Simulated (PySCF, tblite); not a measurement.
# C₈H₁₃ClO: geometry, infrared bands and NMR shifts

Aim: predict the infrared bands and NMR shifts of C₈H₁₃ClO (`C[C@@H]1CCC[C@]1(C)C(=O)Cl`).

The runs use tblite 0.8.0 and PySCF 2.14.0, with density-fitted response routines of our own; the level of theory stands in each step. All values are computed, except where a source is named. Atoms count from 0, in the outputs and in this text.

## (1) The starting structure

23 atoms, charge 0, multiplicity 1; geometry from: force field or distance geometry start.

Bonds of the start (Å): C0–C1 1.54, C1–C2 1.53, C2–C3 1.54, C3–C4 1.54, C4–C5 1.55, C5–C6 1.53, C5–C7 1.56, C7–O8 1.22, C7–Cl9 1.75, C5–C1 1.55, C0–H10 1.09, C0–H11 1.08, C0–H12 1.10, C1–H13 1.09, C2–H14 1.10, C2–H15 1.10, C3–H16 1.10, C3–H17 1.08, C4–H18 1.10, C4–H19 1.09, C6–H20 1.09, C6–H21 1.10, C6–H22 1.09.

## (2) Relaxing the molecule with GFN2-xTB

Job settings and geometry (Å):

```
{"job": {"kind": "relax", "xc": "GFN2-xTB", "basis": "xTB"}, "charge": 0, "multiplicity": 1}
C      2.057500    -0.718300    -0.210500
C      0.779300     0.086200    -0.504900
C      0.858700     1.495500     0.079500
C     -0.598700     1.987700     0.105500
C     -1.477500     0.738600    -0.073600
C     -0.545800    -0.486600     0.062500
C     -1.083400    -1.631000    -0.801700
C     -0.437500    -0.867100     1.571400
O     -0.639900    -0.052500     2.460200
Cl     0.018600    -2.528400     1.883800
H      1.962200    -1.739600    -0.591800
H      2.905200    -0.251100    -0.699900
H      2.268700    -0.758800     0.870400
H      0.696000     0.166300    -1.590700
H      1.474000     2.164900    -0.532600
H      1.264900     1.500100     1.102200
H     -0.812700     2.478200     1.070300
H     -0.791700     2.703800    -0.680700
H     -1.915200     0.785600    -1.080500
H     -2.306900     0.731000     0.633800
H     -1.288500    -1.297200    -1.819200
H     -2.022500    -2.022600    -0.384900
H     -0.369500    -2.457700    -0.858700
```

On the command line:

```console
$ OMP_NUM_THREADS=1 python probes_run.py task.json out
```

The driver reads the jobs from task.json and runs them one after another.

**Question.** This job is followed by: GFN2-xTB harmonic vibrations, gas phase; GIAO PBE0/pcSseg-1 NMR shielding, non-relativistic, gas phase. What will the session give for the following? strongest single infrared mode (GFN2-xTB); zero-point energy (GFN2-xTB); 13C shifts against TMS (PBE0/pcSseg-1); 1H shifts against TMS (PBE0/pcSseg-1, means over atoms taken as alike); 17O shifts against H2O (PBE0/pcSseg-1); 35Cl shifts against HCl (PBE0/pcSseg-1); surface potential, 1st and 99th percentile.

As calculated:

| quantity | value |
| --- | --- |
| strongest single infrared mode (GFN2-xTB) | 1815 cm⁻¹, 322 km/mol |
| zero-point energy (GFN2-xTB) | 122.0 kcal/mol |
| 13C shifts against TMS (PBE0/pcSseg-1) | 191.5, 63.1, 50.3, 42.9, 36.0, 27.3, 24.4, 18.3 ppm |
| 1H shifts against TMS (PBE0/pcSseg-1, means over atoms taken as alike) | 2.20, 2.02, 1.92, 1.74, 1.70, 1.53, 1.52, 1.48, 1.16 ppm |
| 17O shifts against H2O (PBE0/pcSseg-1) | 597.6 ppm |
| 35Cl shifts against HCl (PBE0/pcSseg-1) | 477 ppm |
| surface potential, 1st and 99th percentile | -1.30 V and 0.86 V |

**Reading.** The optimisation took 52 steps and gained 0.211 eV; among the close pairs (by a distance rule), C5–C7 changed most, from 1.560 to 1.503 Å. All 63 modes are real, so the xTB geometry is a minimum. The strongest single mode, at 1815 cm⁻¹, moves mainly C7 and O8. Unscaled tight-binding wavenumbers are off by several per cent, some by more. Its intensities can rank the bands wrongly. At PBE0/pcSseg-1, counted by nearest atom on the grid, the HOMO lies on O8 50 %; Cl9 24 %, the LUMO on C7 47 %; O8 29 %.
